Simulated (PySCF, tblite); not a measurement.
# C₁₂H₃₀O₂Si₁₅: electronic excitations, NMR shifts

What do calculations give for the electronic excitations, NMR shifts of C₁₂H₃₀O₂Si₁₅?

Programs: tblite 0.8.0 and PySCF 2.14.0, with routines of our own; each step states its level. All values are computed. Atoms count from 0.

### Step 1. The starting structure

59 atoms, charge 0, multiplicity 1; geometry from: force field, distance geometry or constructed start.

### Step 2. Optimising the geometry with GFN2-xTB

Job settings and geometry (Å):

```
{"job": {"kind": "relax", "xc": "GFN2-xTB", "basis": "xTB"}, "charge": 0, "multiplicity": 1}
C     -1.416500    -3.615400    -0.769800
C     -1.420600    -1.432400    -2.912800
C     -1.387100    -1.441900     1.440600
Si    -2.451500    -2.574700     0.395500
C     -1.420900     0.730900    -0.728700
Si    -2.490200    -0.324200    -1.850200
C     -1.421300     0.769900     3.610300
C     -1.414000     2.908600     1.436500
Si    -2.484200     1.845500     0.323300
Si    -2.453600    -0.402500     2.580700
C      0.741900    -1.434000    -0.735700
Si    -0.335600    -2.513900    -1.822200
C      2.898700    -1.433900     1.439600
Si     1.823600    -2.516600     0.348500
C      0.745400     2.899200    -0.726000
C      2.909400     0.727500    -0.720600
C      0.748000     0.728100    -2.893200
Si     1.830300    -0.356600    -1.812900
Si    -0.324500    -0.357100    -3.980500
Si    -0.326900     1.811700    -1.808100
Si     3.988400    -0.352400     0.357700
Si    -0.324800     3.984500     0.358700
C      0.747400     0.738200     1.439400
Si     1.827200     1.807600     0.351700
Si     1.821900    -0.348600     2.516900
Si    -0.340700    -0.347700     0.349300
Si    -0.332400     1.824500     2.511200
O     -3.231300    -1.450600    -0.709800
O     -3.230100     0.711400     1.449200
H     -2.067600    -4.184400    -1.400500
H     -0.801600    -4.284600    -0.205000
H     -2.037600    -2.052100    -3.524800
H     -0.740500    -2.041400     2.039600
H     -3.292600    -3.388600     1.211900
H     -3.355600     0.472100    -2.643900
H     -2.068200     1.406100     4.181900
H     -0.806000     0.204000     4.281100
H     -2.034800     3.527500     2.050800
H     -3.355700     2.636700    -0.470400
H     -3.299500    -1.204800     3.388500
H      0.495900    -3.324200    -2.642100
H      3.523900    -2.060300     2.058400
H      2.648100    -3.337400    -0.471000
H      1.000000    -3.335600     1.169000
H      1.363600     3.513000    -1.343100
H      3.530400     1.346000    -1.347800
H      1.369700     1.345600    -3.511900
H      2.652400    -1.172200    -2.629300
H     -1.134700     0.459300    -4.815100
H      0.506300    -1.184100    -4.789500
H     -1.149300     2.625600    -2.629800
H      4.817800    -1.177700    -0.463500
H      4.810800     0.462800     1.179100
H     -1.139700     4.813700    -0.461900
H      0.505100     4.790600     1.186300
H      2.652200     2.634600     1.175400
H      1.004000    -1.176500     3.333200
H      2.645900     0.475000     3.337700
H      0.496100     2.645200     3.325900
```

The run is started by

```
OMP_NUM_THREADS=4 python large_run.py task.json out
```

This one command runs all jobs of the session in turn.

The program printed:

```text
step      E/eV     max force
  0   -2046.26036    3.431
  1   -2047.14566    1.719
  2   -2047.52732    0.714
  3   -2047.64410    0.713
  4   -2047.94524    0.632
  5   -2048.04421    0.524
  6   -2048.14078    0.489
  7   -2048.23164    0.416
  8   -2048.30857    0.567
  9   -2048.37911    0.495
 10   -2048.44160    0.369
 11   -2048.48820    0.401
 12   -2048.52206    0.387
 13   -2048.54044    0.251
 14   -2048.55061    0.150
 15   -2048.55928    0.155
 16   -2048.56723    0.143
 17   -2048.57297    0.115
 18   -2048.57681    0.085
 19   -2048.58013    0.090
 20   -2048.58339    0.111
 21   -2048.58583    0.084
 22   -2048.58727    0.051
 23   -2048.58833    0.047
 24   -2048.58949    0.062
 25   -2048.59079    0.070
 26   -2048.59205    0.050
 27   -2048.59320    0.054
 28   -2048.59440    0.059
 29   -2048.59577    0.074
 30   -2048.59715    0.066
 31   -2048.59838    0.058
 32   -2048.59947    0.043
 33   -2048.60054    0.066
 34   -2048.60158    0.067
 35   -2048.60253    0.061
 36   -2048.60333    0.056
 37   -2048.60398    0.034
 38   -2048.60446    0.035
 39   -2048.60481    0.027
 40   -2048.60512    0.037
 41   -2048.60545    0.043
 42   -2048.60579    0.040
 43   -2048.60605    0.020
 44   -2048.60621    0.017
```

Run time: 9.2 s. Hardware: 4 threads of Arm Neoverse N1, shared host; peak memory 0.16 GiB.

Along the way:

```
step  energy from step 0 (eV)  largest force (eV/Å)
   0                   0.0000                3.4307
   1                  -0.8853                1.7192
   2                  -1.2670                0.7135
   3                  -1.3837                0.7128
   4                  -1.6849                0.6319
   5                  -1.7839                0.5234
   6                  -1.8804                0.4889
   7                  -1.9713                0.4160
   8                  -2.0482                0.5665
  10                  -2.1812                0.3694
  13                  -2.2801                0.2516
  16                  -2.3069                0.1422
  19                  -2.3198                0.0899
  22                  -2.3269                0.0507
  25                  -2.3304                0.0705
  28                  -2.3340                0.0593
  31                  -2.3380                0.0582
  34                  -2.3412                0.0674
  37                  -2.3436                0.0345
  40                  -2.3448                0.0369
  41                  -2.3451                0.0429
  42                  -2.3454                0.0404
  43                  -2.3457                0.0205
  44                  -2.3458                0.0171
```

Close pairs (by a distance rule), those that changed most:

```
    bond  before (Å)  after (Å)  change (Å)
 Si9–O28       1.767      1.632      -0.136
 Si5–O27       1.766      1.637      -0.129
 Si3–O27       1.759      1.632      -0.127
 Si8–O28       1.764      1.637      -0.127
Si17–H47       1.417      1.492      +0.075
Si19–H50       1.419      1.491      +0.072
Si11–H40       1.421      1.489      +0.068
Si26–H58       1.423      1.489      +0.066
```

The next job starts from the end point, and lists it.

### Step 3. Electronic excitations: TDA B3LYP/6-31G*

Job settings and geometry (Å):

```
{"job": {"kind": "uv", "basis": "6-31G*", "grid": 1, "kgrid": 0, "vcut": 1.5, "nstates": 6, "ntriplets": 2, "tda": true, "delta": ["ip_vertical"], "pop": true, "xc": "B3LYP"}, "charge": 0, "multiplicity": 1}
C     -1.446718    -3.637762    -0.735252
C     -1.378898    -1.430334    -2.916302
C     -1.463827    -1.462510     1.462647
Si    -2.545810    -2.489774     0.299400
C     -1.398646     0.742506    -0.742487
Si    -2.496751    -0.408316    -1.769867
C     -1.447619     0.735592     3.637792
C     -1.379639     2.916684     1.430217
Si    -2.497042     1.769639     0.408295
Si    -2.546155    -0.299560     2.489861
C      0.800244    -1.489910    -0.738908
Si    -0.310458    -2.579710    -1.834736
C      2.991954    -1.420940     1.422238
Si     1.922598    -2.562249     0.348509
C      0.758372     2.931243    -0.723076
C      2.962773     0.720949    -0.719844
C      0.758849     0.723606    -2.930746
Si     1.876844    -0.368556    -1.841783
Si    -0.335737    -0.337760    -4.047564
Si    -0.326465     1.849407    -1.849122
Si     4.110008    -0.342092     0.343660
Si    -0.336609     4.048073     0.337693
C      0.799636     0.739422     1.490660
Si     1.876243     1.842517     0.369493
Si     1.921936    -0.347694     2.563343
Si    -0.306740    -0.379890     0.380237
Si    -0.311435     1.835321     2.579976
O     -3.239682    -1.454081    -0.753353
O     -3.239974     0.753116     1.454074
H     -2.073833    -4.268888    -1.360100
H     -0.863458    -4.300233    -0.103199
H     -2.021348    -2.053640    -3.537242
H     -0.889010    -2.115520     2.115541
H     -3.708885    -3.144729     0.910964
H     -3.649974     0.214200    -2.436682
H     -2.075054     1.360278     4.268726
H     -0.864361     0.103724     4.300395
H     -2.022426     3.537466     2.053343
H     -3.650304     2.436099    -0.214564
H     -3.709208    -0.911372     3.144574
H      0.499036    -3.474808    -2.706749
H      3.623369    -2.048113     2.049532
H      2.783230    -3.425929    -0.489790
H      1.171944    -3.487847     1.229441
H      1.392532     3.557843    -1.348106
H      3.579091     1.355656    -1.354456
H      1.392952     1.348780    -3.557283
H      2.747844    -1.198248    -2.723572
H     -1.196829     0.517107    -4.890713
H      0.489384    -1.158400    -4.957793
H     -1.190110     2.709056    -2.708807
H      4.995938    -1.172530    -0.496590
H      4.995260     0.498656     1.174366
H     -1.197737     4.890595    -0.517552
H      0.487999     4.958521     1.158414
H      2.746890     2.724545     1.199399
H      1.171017    -1.228900     3.488461
H      2.781962     0.490746     3.427456
H      0.497609     2.707504     3.475272
```

With the program's defaults for keys left out, this is: TDA B3LYP/6-31G*, vertical, gas phase, core orbitals frozen in the response, virtual orbitals cut by energy.

The program printed:

```text
start: PBE on a coarse grid of 53278 points
cycle   1  E = -4965.0631839933  dE =  4.524e+00  |g| = 1.864e+00  |ddm| = 7.888e+00
cycle   2  E = -4962.4872147457  dE =  2.576e+00  |g| = 3.713e+00  |ddm| = 7.164e+00
cycle   3  E = -4965.7310614426  dE = -3.244e+00  |g| = 7.637e-01  |ddm| = 6.074e+00
cycle   4  E = -4965.8769318543  dE = -1.459e-01  |g| = 1.783e-01  |ddm| = 1.258e+00
cycle   5  E = -4965.8827232816  dE = -5.791e-03  |g| = 9.941e-02  |ddm| = 3.534e-01
cycle   6  E = -4965.8854843769  dE = -2.761e-03  |g| = 2.322e-02  |ddm| = 1.611e-01
cycle   7  E = -4965.8856149674  dE = -1.306e-04  |g| = 1.076e-02  |ddm| = 4.653e-02
cycle   8  E = -4965.8856445780  dE = -2.961e-05  |g| = 2.609e-03  |ddm| = 1.784e-02
final grid: 213644 points
cycle   9  E = -4968.6717090232  dE = -1.629e-02  |g| = 1.452e-01  |ddm| = 7.715e-01
cycle  10  E = -4968.6676651390  dE =  4.044e-03  |g| = 2.058e-01  |ddm| = 3.435e-01
cycle  11  E = -4968.6762295587  dE = -8.564e-03  |g| = 3.439e-02  |ddm| = 2.172e-01
cycle  12  E = -4968.6764839980  dE = -2.544e-04  |g| = 5.208e-03  |ddm| = 3.963e-02
cycle  13  E = -4968.6764906373  dE = -6.639e-06  |g| = 2.849e-03  |ddm| = 1.064e-02
cycle  14  E = -4968.6764919858  dE = -1.348e-06  |g| = 6.923e-04  |ddm| = 5.445e-03
cycle  15  E = -4968.6764949339  dE = -2.948e-06  |g| = 1.912e-04  |ddm| = 1.284e-03
cycle  16  E = -4968.6764945696  dE =  3.643e-07  |g| = 5.889e-05  |ddm| = 3.301e-04
converged SCF energy = -4968.6764945696
Vertical ionisation energy (delta-SCF) = 8.1706 eV   <S^2> = 0.752

Static polarisability (au): isotropic 397.777, principal 380.912 400.458 411.960

Singlet excitations
state   eV       nm        f      main configurations
  1   5.5017    225.4   0.00189   H->L 0.98
  2   5.6153    220.8   0.00002   H->L+1 0.98
  3   5.6944    217.7   0.00174   H->L+2 0.95
  4   5.7656    215.0   0.00311   H-1->L 0.96
  5   5.8691    211.2   0.00342   H-1->L+1 0.97
  6   5.9264    209.2   0.00296   H-2->L 0.96

Triplet excitations (Tamm-Dancoff, eV): 5.3845 5.5331
```

Wall time 6.3 min (4 threads of Arm Neoverse N1, shared host); peak memory 3.5 GiB.

The orbitals next to the gap, with their largest atomic shares:

```
orbital     eV                          atoms
 HOMO−4  -7.50      C22 6 %, C10 6 %, C12 6 %
 HOMO−3  -7.38       C2 8 %, C16 6 %, C14 6 %
 HOMO−2  -7.32     C15 14 %, C14 7 %, C16 7 %
 HOMO−1  -7.24       C4 9 %, C22 7 %, C10 7 %
   HOMO  -6.94       C4 8 %, O28 7 %, O27 7 %
   LUMO  -0.68   Si25 10 %, Si19 9 %, Si5 9 %
 LUMO+1  -0.62  Si25 10 %, Si20 8 %, Si13 8 %
 LUMO+2  -0.52   Si25 9 %, Si17 8 %, Si23 8 %
 LUMO+3   0.49    Si5 12 %, Si8 12 %, Si9 7 %
```

With each of the 6 states as a Gaussian band of 0.4 eV half-width at 1/e, the curve within the window shown has maxima at 214 nm (ε 480) L/(mol cm). Beyond the last state computed it falls off for lack of states. The curve at chosen wavelengths:

```json
{"nm": "199", "ε (L/mol/cm)": "179"}
{"nm": "201", "ε (L/mol/cm)": "234"}
{"nm": "203", "ε (L/mol/cm)": "291"}
{"nm": "205", "ε (L/mol/cm)": "347"}
{"nm": "207", "ε (L/mol/cm)": "397"}
{"nm": "210", "ε (L/mol/cm)": "452"}
{"nm": "212", "ε (L/mol/cm)": "472"}
{"nm": "214", "ε (L/mol/cm)": "478"}
{"nm": "216", "ε (L/mol/cm)": "470"}
{"nm": "218", "ε (L/mol/cm)": "449"}
{"nm": "220", "ε (L/mol/cm)": "418"}
{"nm": "222", "ε (L/mol/cm)": "381"}
{"nm": "224", "ε (L/mol/cm)": "339"}
{"nm": "227", "ε (L/mol/cm)": "275"}
{"nm": "229", "ε (L/mol/cm)": "234"}
{"nm": "231", "ε (L/mol/cm)": "195"}
{"nm": "233", "ε (L/mol/cm)": "160"}
{"nm": "235", "ε (L/mol/cm)": "130"}
{"nm": "237", "ε (L/mol/cm)": "104"}
{"nm": "239", "ε (L/mol/cm)": "82"}
{"nm": "241", "ε (L/mol/cm)": "63"}
{"nm": "244", "ε (L/mol/cm)": "42"}
{"nm": "246", "ε (L/mol/cm)": "32"}
{"nm": "248", "ε (L/mol/cm)": "24"}
{"nm": "250", "ε (L/mol/cm)": "18"}
{"nm": "252", "ε (L/mol/cm)": "13"}
```

Ground-state properties from the same run:

```
           property  computed
  dipole moment (D)      1.98
polarisability (Å³)     58.94
 HOMO–LUMO gap (eV)      6.26
      −ε(HOMO) (eV)      6.94
```

[end of part 1 of 2]
